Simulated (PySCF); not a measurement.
# The bond of ZnS+, level by level

Aim: find the lowest electronic state of ZnS+, scan its bond at several levels of theory, and get bond length, wavenumber and dissociation energy from each curve.

Program: PySCF 2.14.0. Level of theory: Zn def2-TZVPPD, S def2-TZVPPD, no relativity. These are calculated values, not measurements.

### 1 Set-up

A driver script around PySCF takes these settings:

```
atoms                         : Zn, S
charge                        : 1
basis                         : Zn def2-TZVPPD, S def2-TZVPPD
Hamiltonian                   : no relativity
basis functions               : 118
electrons treated             : 45
masses in u                   : 63.9291, 31.9721
levels                        : PBE0, PBE, r²SCAN, M06-L, MN15, r²SCANh, BLYP, BP86, ωB97X-V, HF, MP2, SCS-MP2
grid                          : 80 radial by 434 angular points
occupations                   : held fixed by the projection of orbital angular momentum
dissociation limit            : Zn+ + S, each in its ground configuration
starting distance in angstrom : 2.275
values of 2S to try           : 1, 3
```

The run is started by

```sh
OMP_NUM_THREADS=2 python dia.py task.json out
```

Further steps of the session: First curve: PBE0; Other states along the same grid; PBE (GGA); r²SCAN (meta-GGA); M06-L (meta-GGA); MN15 (hybrid meta-GGA); r²SCANh (hybrid meta-GGA); BLYP (GGA); BP86; ωB97X-V (range-separated hybrid); UHF (mean field).

Before running it: what results should come out? Wanted: for each run, Re; ωe; De; μ.

As calculated:

Lowest PBE0 solution found, without spin–orbit coupling: ²Π (doublet), unpaired electrons π ↑. State 2 has its PBE0 minimum 0.78 eV higher. State 3 has its PBE0 minimum 0.95 eV higher, as a spin-mixed determinant (⟨S²⟩ = 1.76), so this is no gap between pure states. State 4 has its PBE0 minimum 1.28 eV higher, as a spin-mixed determinant (⟨S²⟩ = 1.76), so this is no gap between pure states. The other levels ran on the lowest alone.

```csv
level,Re (Å),ωe (cm⁻¹),De (eV),μ (D)
PBE,2.163,387,2.39,-2.95
BLYP,2.192,365,2.25,-2.69
BP86,2.164,385,2.36,-2.88
r²SCAN,2.138,410,2.24,-3.41
M06-L,2.141,408,2.26,-3.31
r²SCANh,2.139,413,2.14,-3.60
PBE0,2.154,405,2.10,-3.62
MN15,2.144,409,2.15,-3.82
ωB97X-V,2.142,422,2.10,-4.08
```

De is counted to Zn+ + S in their ground configurations. A positive dipole points from Zn to S; in an ion it is taken about the centre of mass and does not tell which atom is negative. No constants: UHF (the points don't follow one smooth fit); UHF-MP2 (the points don't follow one smooth fit); UHF-SCS-MP2 (the points don't follow one smooth fit).

**Reading.** The methods spread over 0.053 Å in bond length, from r²SCAN to BLYP. Of the levels with a De here, PBE0 gives the least (2.10 eV) and PBE the most (2.39 eV).

Correlated steps freeze 10 core orbitals.
